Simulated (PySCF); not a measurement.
**GaOF: stationary points from several starts**

Aim: find the stationary points of GaOF from linear and bent starts in the singlet state, tell minima from saddle points, and describe the lowest.

The runs use PySCF 2.14.0; PBE0, basis Ga def2-TZVP, O def2-TZVP, F def2-TZVP, no relativity, density fitting.

## (1) The system as given

3 atoms, charge 0, spin multiplicity 1.

Bond lengths: Ga1–O2 1.740 Å, Ga1–F3 1.880 Å. Angles: O2–Ga1–F3 180.0°.

Coordinates in bohr (charge 0 multiplicity 1):
```
Ga    0.0000    0.0000   -0.1434
O     0.0000    0.0000   -3.4315
F     0.0000    0.0000    3.4093
```

## (2) Relaxing the singlet from the linear start

The steps below are one call of a driver around PySCF. For each, scf.py gives the equivalent set-up of the SCF; relaxations use the driver's own optimiser. Before each start the driver seeks the lowest SCF state from one or more starting densities and follows internal instabilities, so scf.py alone need not reach the same state.

The program finds C∞v symmetry in the start, which this walk keeps. Threshold on the gradient: 0.0003 Eh/bohr, with a further test on the energy change.

scf.py reads:

```python
from pyscf import gto, scf, dft
mol = gto.M(atom='''
Ga     0.000000     0.000000    -0.075885
O      0.000000     0.000000    -1.815885
F      0.000000     0.000000     1.804115''',
    basis={'Ga': 'def2-TZVP', 'O': 'def2-TZVP', 'F': 'def2-TZVP'},
    charge=0, spin=0)
mf = dft.RKS(mol, xc='PBE0')
mf.grids.atom_grid = (50, 194)
aux = {'Ga': 'def2-universal-JKFIT', 'O': 'def2-universal-JKFIT', 'F': 'def2-universal-JKFIT'}
mf = mf.density_fit(auxbasis=aux)
mf.kernel()
```

The optimiser's trace:

```tsv
step	energy (Eh)	change (kJ/mol)	largest symmetric gradient (Eh/bohr)
0	-2099.553964	0.00	0.06221
1	-2099.571470	-45.96	0.00820
2	-2099.571488	-46.01	0.00649
3	-2099.571519	-46.09	0.00012
4	-2099.571519	-46.09	0.00006
```

The walk needed 9 s of wall time on 4 threads, shared host.

Positions (Å) and forces (eV/Å) along the way:

```
step 0
Ga   0.000   0.000  -0.076   0.000   0.000   0.203
O    0.000   0.000  -1.816   0.000   0.000   2.996
F    0.000   0.000   1.804   0.000   0.000  -3.199
step 1
Ga   0.000   0.000  -0.056   0.000   0.000   0.422
O    0.000   0.000  -1.694   0.000   0.000  -0.185
F    0.000   0.000   1.663   0.000   0.000  -0.236
step 2
Ga   0.000   0.000  -0.049   0.000   0.000  -0.334
O    0.000   0.000  -1.694   0.000   0.000   0.135
F    0.000   0.000   1.656   0.000   0.000   0.199
step 3
Ga   0.000   0.000  -0.052   0.000   0.000   0.002
O    0.000   0.000  -1.695   0.000   0.000   0.005
F    0.000   0.000   1.659   0.000   0.000  -0.006
step 4
Ga   0.000   0.000  -0.052   0.000   0.000   0.002
O    0.000   0.000  -1.694   0.000   0.000  -0.003
F    0.000   0.000   1.659   0.000   0.000   0.001
```

After 4 steps and 46.1 kJ/mol it ends at C∞v: Ga–F 1.711 Å, Ga–O 1.642 Å; F–Ga–O 180.0°.

## (3) Frequencies

The point is checked on the finer grid, and tightened if its gradient asks for it. The Hessian and the dipole derivatives come from central differences of analytic gradients, with steps of 0.01 bohr.

Changes to scf.py since step 2:

```diff
@@ -3,3 +3,3 @@
-Ga     0.000000     0.000000    -0.075885
-O      0.000000     0.000000    -1.815885
-F      0.000000     0.000000     1.804115''',
+Ga     0.000000    -0.000000    -0.060192
+O      0.000000     0.000000    -1.702323
+F     -0.000000     0.000000     1.651178''',
@@ -9 +9 @@
-mf.grids.atom_grid = (50, 194)
+mf.grids.atom_grid = (75, 302)
```

This SCF starts from the last density.

SCF at the final geometry:

```text
init E= -2099.57144001207
  HOMO = -0.307221554565859  LUMO = -0.0991568239752922  gap/eV = 5.66173
cycle= 1 E= -2099.57144001201  delta_E= 5.91e-11  |g|= 1.8e-05  |ddm|= 1.3e-05
  HOMO = -0.307214484984911  LUMO = -0.0991554922800972  gap/eV = 5.66157
cycle= 2 E= -2099.57144001146  delta_E= 5.5e-10  |g|= 5.51e-05  |ddm|= 3.95e-05
  HOMO = -0.307219722461665  LUMO = -0.099156399710175  gap/eV = 5.66169
cycle= 3 E= -2099.57144001208  delta_E= -6.17e-10  |g|= 1.73e-06  |ddm|= 2.98e-05
  HOMO = -0.307219773171458  LUMO = -0.0991564568576919  gap/eV = 5.66169
cycle= 4 E= -2099.57144001208  delta_E=    0  |g|= 8.74e-08  |ddm|= 6.37e-07
  HOMO = -0.307219775337646  LUMO = -0.0991564540911227  gap/eV = 5.66169
Extra cycle  E= -2099.57144001208  delta_E= -4.55e-13  |g|= 1.54e-07  |ddm|= 9.71e-08
converged SCF energy = -2099.57144001208
```

The whole step took 25 s.

Geometry: C∞v; Ga–F 1.711 Å, Ga–O 1.642 Å; F–Ga–O 180.0°.

Harmonic modes (main isotopes):

```csv
symmetry,ω (cm⁻¹),IR (km/mol),type
π,183,83.7,bend
σ+,703,33.8,stretch
σ+,972,68.7,stretch
```

Every mode is real; the point is a minimum.

Properties at this point:

```
Dipole moment                                                   : 2.53 D
Highest occupied level                                          : -8.36 eV
Lowest empty level                                              : -2.70 eV
Rotational constants                                            : 0.1713 cm⁻¹
Zero-point energy                                               : 12.2 kJ/mol
Principal polarisabilities                                      : 22.9, 22.9, 37.2 bohr³
Atomisation energy without zero-point energy                    : 852 kJ/mol
Principal traceless quadrupole moments about the centre of mass : -13.10, 6.55, 6.55 D Å
Entropy at 298.15 K and 1 bar                                   : 255.0 J/(mol K)
Heat capacity Cp at 298.15 K                                    : 49.8 J/(mol K)
Enthalpy at 298.15 K above 0 K                                  : 12.16 kJ/mol
Rotational symmetry number                                      : 1
```

Charges (e) and bond orders:

```
atom  Mulliken  Löwdin  polar tensor  Mayer order to Ga1
 Ga1      0.74    0.34          1.16                   –
  O2     -0.45   -0.27         -0.62                2.14
  F3     -0.29   -0.07         -0.54                1.09
```

Mulliken populations on Ga1: s 6.90, p 13.03, d 10.22, f 0.11.

## (4) Relaxing the singlet from the bent start

The program finds Cs symmetry in the start, which this walk keeps.

Changes to scf.py since step 3:

```diff
@@ -3,3 +3,3 @@
-Ga     0.000000    -0.000000    -0.060192
-O      0.000000     0.000000    -1.702323
-F     -0.000000     0.000000     1.651178''',
+Ga    -0.062164     0.000000    -0.350744
+O     -1.487464     0.000000     0.647256
+F      1.477836     0.000000     0.727556''',
@@ -9 +9 @@
-mf.grids.atom_grid = (75, 302)
+mf.grids.atom_grid = (50, 194)
```

The optimiser's trace:

```tsv
step	energy (Eh)	change (kJ/mol)	largest symmetric gradient (Eh/bohr)
0	-2099.510791	0.00	0.07974
1	-2099.541646	-81.01	0.04766
2	-2099.561557	-133.29	0.02731
3	-2099.569985	-155.41	0.01393
4	-2099.570880	-157.77	0.00708
5	-2099.571394	-159.11	0.00938
6	-2099.571428	-159.20	0.00575
7	-2099.571516	-159.43	0.00057
8	-2099.571516	-159.43	0.00009
```

The walk took 17 s.

End point (C∞v, 8 steps, 159.4 kJ/mol gained): Ga–F 1.711 Å, Ga–O 1.642 Å; F–Ga–O 180.0°.

## (5) Results

```
                                 quantity                                      value
                           lowest minimum                               singlet, C∞v
                                 geometry  Ga–F 1.711 Å, Ga–O 1.642 Å; F–Ga–O 180.0°
                       wavenumbers (cm⁻¹)                183 (π), 703 (σ+), 972 (σ+)
                            dipole moment                                     2.53 D
     highest occupied, lowest empty level                            -8.36, -2.70 eV
               polar-tensor charge of Ga1                                    +1.16 e
                        zero-point energy                                12.2 kJ/mol
                      entropy at 298.15 K                            255.0 J/(mol K)
atomisation energy (no zero-point energy)                                 852 kJ/mol
```

In words: The lowest minimum found is the singlet of C∞v symmetry. In the infrared the band at 183 cm⁻¹ (π, bend) leads. A search over typed starts can miss a lower isomer.

The search up to here took 54 s.
